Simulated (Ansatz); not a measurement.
# doublet AlNH3OF+: levels of theory compared

Wanted: a comparison of 3 runs (U-wB97X/cc-pVDZ, UBCCD(T)/cc-pVDZ, UCCSD/cc-pVDZ) of doublet AlNH3OF+. 

The results are computed with Ansatz 0.2.0.

126 further runs of the same task are left out: 126 set aside as unsound or not needed.

## Step 1: The system as given

The species is AlNH3OF+ (7 atoms), meant as a doublet with charge +1. SMILES of the parent species: `[NH2][Al]([OH])[F]`. The coordinates come from a PBE0-D4/def2-TZVP relaxation. This is one conformer, not always the lowest. That shape belongs to the parent species and isn't relaxed for this state.

Bond lengths: N1–Al2 1.755 Å, Al2–O3 1.685 Å, Al2–F4 1.644 Å, N1–H5 1.006 Å, N1–H6 1.006 Å, O3–H7 0.954 Å. Angles: N1–Al2–O3 124.9°, N1–Al2–F4 118.1°, O3–Al2–F4 117.0°, Al2–N1–H5 123.7°, Al2–N1–H6 125.7°, Al2–O3–H7 124.9°, H5–N1–H6 110.6°.

## Step 2: The energy at U-wB97X/cc-pVDZ (run 1)

The input, run.yaml:

```yaml
crystal:
  periodic: [false, false, false]
  atoms:
    - {symbol: "N", position_ang: [-0.569800, 0.926800, -0.530800]}
    - {symbol: Al, position_ang: [-0.133300, -0.630000, 0.151800]}
    - {symbol: O, position_ang: [1.368400, -1.004200, 0.819000]}
    - {symbol: F, position_ang: [-1.265600, -1.822100, 0.146500]}
    - {symbol: H, position_ang: [-1.473200, 1.130200, -0.925100]}
    - {symbol: H, position_ang: [0.029600, 1.732300, -0.586700]}
    - {symbol: H, position_ang: [2.105200, -0.401000, 0.879500]}
basis:
  gaussian:
    orbitals: cc-pVDZ
total_charge: 1
magnetization:
  spin_polarized: true
  initial_magnetization: 1
hamiltonian:
  xc: {name: wB97X}
accuracy: high
output: {orbitals: {seedname: orbitals}}
```

Started as:

```
$ ansatz run run.yaml --threads 1 --pin off --max-ram 3480MiB --events-out events.jsonl --progress --plain --runs-dir runs
```

Output:

```text
Warning: RAYON_NUM_THREADS=1 ignored (pool sized by the plan → 1); use --threads N
Functional definition: wB97X
  name "wB97X"
  parameter omega = 0.3/bohr
  parameter cx = 0.157706
  parameter cx1 = 0.726479
  parameter cx2 = 1.04760
  parameter cx3 = -5.70635
  parameter cx4 = 13.2794
  parameter css1 = -4.33879
  parameter css2 = 18.2308
  parameter css3 = -31.7430
  parameter css4 = 17.2901
  parameter cos1 = 2.37031
  parameter cos2 = -11.3995
  parameter cos3 = 6.58405
  parameter cos4 = -3.78132
  exchange = spin_sum(e_x_unif_sr(omega)*poly(b97_u_x, 1 - cx, cx1, cx2, cx3, cx4)) + cx*exact_x_sr(omega)
      + exact_x_lr(omega)
  correlation = spin_sum(e_c_pw_same_spin*poly(b97_u_same, 1, css1, css2, css3, css4))
      + integral(e_c_pw_opposite_spin*poly(b97_u_opposite, 1, cos1, cos2, cos3, cos4))
1646 factors; integrals over basis functions are off by at most 3.8e-9 eV
325 factors; integrals over basis functions are off by at most 2.3e-9 eV
mean field evaluation 1: about -12878.2979 eV, gradient 6.3e1 eV
mean field evaluation 2: about -12862.2620 eV, gradient 9.0e1 eV
mean field evaluation 4: about -12892.0350 eV, gradient 3.3e0 eV
mean field evaluation 8: about -12892.1735 eV, gradient 5.1e-1 eV
mean field evaluation 16: about -12892.1812 eV, gradient 8.9e-3 eV
mean field evaluation 32: about -12892.1812 eV, gradient 3.0e-7 eV
mean field -12892.18124504 eV, -473.7789221208 hartree, gradient 5.8e-8 eV, S^2 0.754545; 0 other end points of the search recorded, 0 dependent functions left out
reference -12892.18124142 eV, -473.7789219880 hartree; 20, 19 occupied and 55, 56 virtual orbitals, 1646 factors
Total energy: -12892.18124142 eV, -473.7789219880 hartree
```

Run time: 50 s. Hardware: 1 thread of Arm Neoverse V1, shared host; peak memory 0.71 GiB.

## Step 3: The energy at UBCCD(T)/cc-pVDZ (run 2)

The input, job.yaml:

```yaml
crystal:
  periodic: [false, false, false]
  atoms:
    - {symbol: N, position_ang: [-0.569800, 0.926800, -0.530800]}
    - {symbol: Al, position_ang: [-0.133300, -0.630000, 0.151800]}
    - {symbol: O, position_ang: [1.368400, -1.004200, 0.819000]}
    - {symbol: F, position_ang: [-1.265600, -1.822100, 0.146500]}
    - {symbol: H, position_ang: [-1.473200, 1.130200, -0.925100]}
    - {symbol: H, position_ang: [0.029600, 1.732300, -0.586700]}
    - {symbol: H, position_ang: [2.105200, -0.401000, 0.879500]}
basis:
  gaussian: {orbitals: cc-pVDZ}
scf: {omitted_lower_state_checks: [cluster_reference, increment]}
magnetization: {spin_polarized: true, initial_magnetization: 1}
correlation: {method: bccd_t, frozen_orbitals: {Al: 5, F: 1, H: 0, "N": 1, O: 1}}
accuracy: high
total_charge: 1
```

Started as:

```
$ ansatz run job.yaml --threads 1 --pin off --max-ram 3480MiB --events-out events.jsonl --progress --plain --runs-dir runs
```

Output:

```text
Warning: RAYON_NUM_THREADS=1 ignored (pool sized by the plan → 1); use --threads N
[... 13 lines left out ...]
8 core orbitals not correlated: weight in the atoms' cores, before any rotation towards them, 1.000 or more for the frozen orbitals, at most 0.000 for the correlated occupied ones
[... 31 lines left out ...]
Total energy: -12867.26183358 eV, -472.8631506408 hartree
Checks for a lower state left out: cluster_reference, increment
```

Wall time 54 s (1 thread of Arm Neoverse V1, shared host); peak memory 0.82 GiB.

## Step 4: The energy at UCCSD/cc-pVDZ (run 3)

The input, input.yaml:

```yaml
crystal:
  periodic: [false, false, false]
  atoms:
    - {symbol: N, position_ang: [-0.569800, 0.926800, -0.530800]}
    - {symbol: Al, position_ang: [-0.133300, -0.630000, 0.151800]}
    - {symbol: O, position_ang: [1.368400, -1.004200, 0.819000]}
    - {symbol: F, position_ang: [-1.265600, -1.822100, 0.146500]}
    - {symbol: H, position_ang: [-1.473200, 1.130200, -0.925100]}
    - {symbol: H, position_ang: [0.029600, 1.732300, -0.586700]}
    - {symbol: H, position_ang: [2.105200, -0.401000, 0.879500]}
basis:
  gaussian: {orbitals: cc-pVDZ}
total_charge: 1
scf: {omitted_lower_state_checks: [cluster_reference, increment]}
magnetization: {spin_polarized: true, initial_magnetization: 1}
accuracy: high
correlation: {method: ccsd, frozen_orbitals: {Al: 5, F: 1, H: 0, "N": 1, O: 1}}
```

Started as:

```
$ ansatz run input.yaml --threads 1 --pin off --max-ram 3480MiB --events-out events.jsonl --progress --plain --runs-dir runs
```

Output:

```text
Warning: RAYON_NUM_THREADS=1 ignored (pool sized by the plan → 1); use --threads N
[... 13 lines left out ...]
8 core orbitals not correlated: weight in the atoms' cores, before any rotation towards them, 1.000 or more for the frozen orbitals, at most 0.000 for the correlated occupied ones
[... 30 lines left out ...]
Total energy: -12866.94943189 eV, -472.8516700903 hartree
Checks for a lower state left out: cluster_reference, increment
```

It took 33 s on 1 thread of Arm Neoverse V1, shared host; peak memory 0.61 GiB.

## Step 5: Overview of the runs

```csv
run,level,frozen core orbitals,energy (Eh),⟨S²⟩,wall time
1,U-wB97X/cc-pVDZ,–,-473.778922,0.755,50 s
2,UBCCD(T)/cc-pVDZ,8,-472.863151,0.758,54 s
3,UCCSD/cc-pVDZ,8,-472.851670,0.758,33 s
```

## Step 6: What came out

| quantity | value |
| --- | --- |
| run 3: total energy | -472.85167 Eh |
| run 3: correlation energy (8 core orbitals frozen) | -590.8 mEh |
| run 3: ⟨S²⟩ of the reference determinant | 0.758 |
| run 3: T1 diagnostic | 0.019 |

All runs together took 2.3 min, the longest 54 s.
